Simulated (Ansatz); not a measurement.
# SnBr₄: ionisation energy by level of theory

The task here is to estimate one member of a computed series from the others.

The runs use Ansatz 0.2.0, Gaussian basis; unrestricted cation, the program's frozen cores in correlated methods.

The runs, in order: UKS PBE-D4/def2-TZVPP; UKS r2SCAN-D4/def2-TZVPP; UKS PBE0-D4/def2-TZVPP; UKS B3LYP-D4/def2-TZVPP; UKS B2PLYP/def2-TZVPP; UHF-CCSD(T)/def2-TZVPP; UHF-MP2/def2-QZVPP; extrapolation to the limit; then −ε(HOMO) from the neutral's earlier runs with LDA (SPW92), PBE-D4, revPBE-D4, BLYP-D4, r2SCAN-D4, B97M-V, PBE0-D4, B3LYP-D4, r2SCANh-D4, r2SCAN0-D4, HSE06-D4, BHLYP-D4, CAM-B3LYP-D4, LC-ωPBE, ωB97X-V, ωB97M-V.

2 further runs of the same task are left out: 2 that didn't finish.

## The relaxed structure

An earlier PBE0-D4 in a triple-zeta def2 set relaxation fixed the geometry. Sn takes the def2 core potential; no spin-orbit term is included.

SMILES `[Br][Sn]([Br])([Br])[Br]`, 5 atoms, charge 0, spin multiplicity 1.

Atoms are counted from 1 here; the program's logs count them from 0.

Bond lengths: Br1–Sn2 2.445 Å, Sn2–Br3 2.445 Å, Sn2–Br4 2.445 Å, Sn2–Br5 2.445 Å. Angles: Br1–Sn2–Br3 109.5°, Br1–Sn2–Br4 109.5°, Br1–Sn2–Br5 109.5°, Br3–Sn2–Br4 109.5°, Br3–Sn2–Br5 109.5°, Br4–Sn2–Br5 109.5°.

Set-up of the first run:

Input file in.yaml:

```yaml
crystal:
  periodic: [false, false, false]
  atoms:
    - {symbol: Br, position_ang: [-1.102077, -0.002242, 2.169687]}
    - {symbol: Sn, position_ang: [0.009959, -0.014767, -0.008288]}
    - {symbol: Br, position_ang: [2.078790, -1.310237, 0.140210]}
    - {symbol: Br, position_ang: [-1.468311, -1.027410, -1.672509]}
    - {symbol: Br, position_ang: [0.531438, 2.280857, -0.670501]}
basis:
  gaussian: {orbitals: def2-TZVPP}
total_charge: 1
magnetization: {spin_polarized: true, initial_magnetization: 1}
hamiltonian: {xc: pbe, dispersion: d4}
```

Launch:

```bash
> ansatz run in.yaml --threads 2 --pin off --events-out ev --progress --plain --max-ram 32768MiB --backend cpu
```

Among the steps run: Cation, UKS PBE-D4/def2-TZVPP; Cation, UKS r2SCAN-D4/def2-TZVPP; Cation, UKS PBE0-D4/def2-TZVPP; Cation, UKS B3LYP-D4/def2-TZVPP; Cation, UKS B2PLYP (frozen core)/def2-TZVPP; Cation, UHF-CCSD(T)/def2-TZVPP; Cation, UHF-MP2/def2-QZVPP.

One table of the session follows, with a row left open; its other results are not shown here.

Orbital estimates, from the neutral's runs:

| functional | −ε(HOMO) (eV) |
| --- | --- |
| LDA (SPW92) | 7.78 |
| PBE-D4 | 7.61 |
| revPBE-D4 | 7.56 |
| BLYP-D4 | 7.42 |
| r2SCAN-D4 | 7.98 |
| B97M-V | 8.04 |
| PBE0-D4 | 8.93 |
| B3LYP-D4 | 8.64 |
| r2SCANh-D4 | 8.46 |
| r2SCAN0-D4 | 9.17 |
| HSE06-D4 | 8.53 |
| BHLYP-D4 | 10.06 |
| CAM-B3LYP-D4 | 10.24 |
| LC-ωPBE | ? |
| ωB97X-V | 11.30 |
| ωB97M-V | 11.14 |

**Question.** Estimate the row for LC-ωPBE.

**Answer.** −ε(HOMO) (eV): 11.68. In the column «−ε(HOMO) (eV)» it is the highest.

Caveats from the session: In point group Td the highest level is often degenerate; the cation then breaks the symmetry, and the runs may pick different components.
